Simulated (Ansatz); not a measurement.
# H6OSeSi: the cost of one run

Method: RKS PBE0/def2-SVP, in Ansatz 0.2.0.

## (1) The structure to begin with

Bond lengths: Si1–O2 2.071 Å, Si1–H3 1.481 Å, Si1–H4 1.454 Å, Si1–H5 1.462 Å, Si1–Se7 2.701 Å, O2–H8 0.959 Å, Se7–H9 1.437 Å. Angles: Si1–O2–H8 122.4°, O2–Si1–H3 164.8°, O2–Si1–H4 79.9°, O2–Si1–H5 85.1°, O2–Si1–Se7 76.1°, H3–Si1–H4 103.6°, H3–Si1–H5 102.0°, H3–Si1–Se7 88.8°, H4–Si1–H5 134.6°, H4–Si1–Se7 108.0°, H5–Si1–Se7 109.4°, Si1–Se7–H9 95.1°.

Coordinates:

```xyz
9

Si   -0.6191   -0.8244   -0.1796
O     0.2785    0.1740    1.3972
H    -0.9569   -1.3894   -1.5060
H    -0.0241   -1.9459    0.5282
H    -1.7545    0.0612    0.0713
H     1.1967    0.6060    0.6353
Se    1.3724    0.5781   -1.3470
H    -0.1269    0.9315    1.8230
H     0.6338    1.8090   -1.4223
```

## (2) Pulling towards end A

Springs on the bonds that form and break draw the guess towards this end; the thresholds are loose.

Contents of input.yaml:

```yaml
crystal:
  periodic: [false, false, false]
  atoms:
    - { symbol: Si, position_ang: [-0.6191, -0.8244, -0.1796] }
    - { symbol: O, position_ang: [0.2785, 0.174, 1.3972] }
    - { symbol: H, position_ang: [-0.9569, -1.3894, -1.506] }
    - { symbol: H, position_ang: [-0.0241, -1.9459, 0.5282] }
    - { symbol: H, position_ang: [-1.7545, 0.0612, 0.0713] }
    - { symbol: H, position_ang: [1.1967, 0.606, 0.6353] }
    - { symbol: Se, position_ang: [1.3724, 0.5781, -1.347] }
    - { symbol: H, position_ang: [-0.1269, 0.9315, 1.823] }
    - { symbol: H, position_ang: [0.6338, 1.809, -1.4223] }
basis:
  gaussian: { orbitals: def2-SVP }
hamiltonian:
  xc: pbe0
relax:
  f_tol: 0.15
  max_steps: 25
  restrain:
    - { distance: [0, 6], at: 3.61, k: 30.0 }
    - { distance: [5, 1], at: 2.27, k: 30.0 }
    - { distance: [0, 1], at: 1.77, k: 30.0 }
    - { distance: [5, 6], at: 1.51, k: 30.0 }
```

Run with:

```sh
> ansatz run input.yaml --threads 2 --pin off --max-ram 3072MiB --backend cpu --events-out ev --progress --plain --runs-dir out
```

**Question.** How long does this run take on 2 threads of Arm Neoverse V1, shared host, and how much memory does it need?

About 39 s, with a peak of 0.2 GiB.
